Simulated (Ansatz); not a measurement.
# GeNH₄ (quartet): the correlation ladder at distance Ge1–H5 along a hydrogen transfer = 2.026 Å, cc-pVDZ

Aim: climb from Hartree-Fock through coupled cluster and multireference methods for GeNH₄ (quartet) at one geometry and basis, and see what each rung misses.

Computed with Ansatz 0.2.0, Gaussian basis. Level: cc-pVDZ, core rule «outside noble gas», up to 15 orbitals frozen.

The runs, in order: UHF; CCSD(T) on ROHF; CCSD(T) on UHF; BCCD(T) on ROHF; CISD; CCSDT(Q) on ROHF; CCSDT(Q) on UHF; CASSCF and MRCISD+Q, 5 electrons in 5 orbitals; CASSCF and NEVPT2, 5 electrons in 5 orbitals.

10 further runs of the same task are left out: 1 for a mislabelled method, 7 that didn't finish, 2 set aside as unsound or not needed.

### 1 The geometry

The geometry derives from fragments relaxed apart (PBE0/def2-TZVP) and kept rigid, so it is no stationary point. A hydrogen atom is moved between rigid fragments. No spin-orbit coupling is included. The filled d shell of Ge may be among the frozen orbitals whatever the setting's name suggests; the logs give the count.

6 atoms, charge 0, spin multiplicity 4.

Atoms are counted from 1 here; the program's logs count them from 0.

Bond lengths: Ge1–H2 1.534 Å, Ge1–H3 1.534 Å, Ge1–H4 1.534 Å, H5–N6 1.237 Å. Angles: H2–Ge1–H3 109.5°, H2–Ge1–H4 109.5°, H3–Ge1–H4 109.5°.

Coordinates:

```xyz
6
GeH4N
Ge   -0.50949    0.00000    0.00000
H    -1.02094    1.44660    0.00000
H    -1.02094   -0.72330    1.25279
H    -1.02094   -0.72330   -1.25279
H     1.51651    0.00000    0.00000
N     2.75351    0.00000    0.00000
```

### 2 UHF

Input file in.yaml:

```yaml
crystal:
  periodic: [false, false, false]
  atoms:
    - {symbol: Ge, position_ang: [-0.509486, 0.000000, 0.000000]}
    - {symbol: H, position_ang: [-1.020936, 1.446599, 0.000000]}
    - {symbol: H, position_ang: [-1.020936, -0.723300, 1.252792]}
    - {symbol: H, position_ang: [-1.020936, -0.723299, -1.252792]}
    - {symbol: H, position_ang: [1.516514, 0.000000, 0.000000]}
    - {symbol: N, position_ang: [2.753514, 0.000000, 0.000000]}
basis:
  gaussian: {orbitals: cc-pVDZ}
magnetization: {spin_polarized: true, initial_magnetization: 3}
hamiltonian: {xc: hf}
output: {orbitals: {seedname: orbitals}}
```

Started as:

```sh
ansatz run in.yaml --threads 1 --pin off --events-out ev --progress --plain --max-ram 2393MiB
```

After this run come: CCSD(T) on ROHF; CCSD(T) on UHF; BCCD(T) on ROHF; CISD; CCSDT(Q) on ROHF; CCSDT(Q) on UHF; CASSCF and MRCISD+Q, 5 electrons in 5 orbitals; CASSCF and NEVPT2, 5 electrons in 5 orbitals.

Q: Predict the results of all the runs planned. Wanted: UCCSDT(Q) below the RHF energy; RMP2 from UCCSDT(Q); UMP2 from UCCSDT(Q); RCCSD from UCCSDT(Q); RCCSD(T) from UCCSDT(Q); UCCSD(T) from UCCSDT(Q); RCCSDT(Q) from UCCSDT(Q); NEVPT2 pair from UCCSDT(Q); T1 diagnostic.

As calculated:

```
                         quantity                                                   value
   UCCSDT(Q) below the RHF energy                                              -7.3854 eV
              RMP2 from UCCSDT(Q)                                         +33.04 kcal/mol
              UMP2 from UCCSDT(Q)                                         +33.91 kcal/mol
             RCCSD from UCCSDT(Q)                                          +4.15 kcal/mol
          RCCSD(T) from UCCSDT(Q)                                          +0.92 kcal/mol
          UCCSD(T) from UCCSDT(Q)                                          +0.84 kcal/mol
         RCCSDT(Q) from UCCSDT(Q)                                          +0.09 kcal/mol
       NEVPT2 pair from UCCSDT(Q)                                         +30.65 kcal/mol
levels within 1 kcal/mol (43 meV)  RCCSD(T), UCCSD(T), BCCD(T), RCCSDT, UCCSDT, RCCSDT(Q)
                    T1 diagnostic                                                   0.025
```

**Reading.** RCCSD(T) misses by +0.92 kcal/mol, 0.5 % of the correlation energy. These misses are within one basis, not against nature; the frozen cores of restricted and unrestricted runs differ, which can shift their rows.
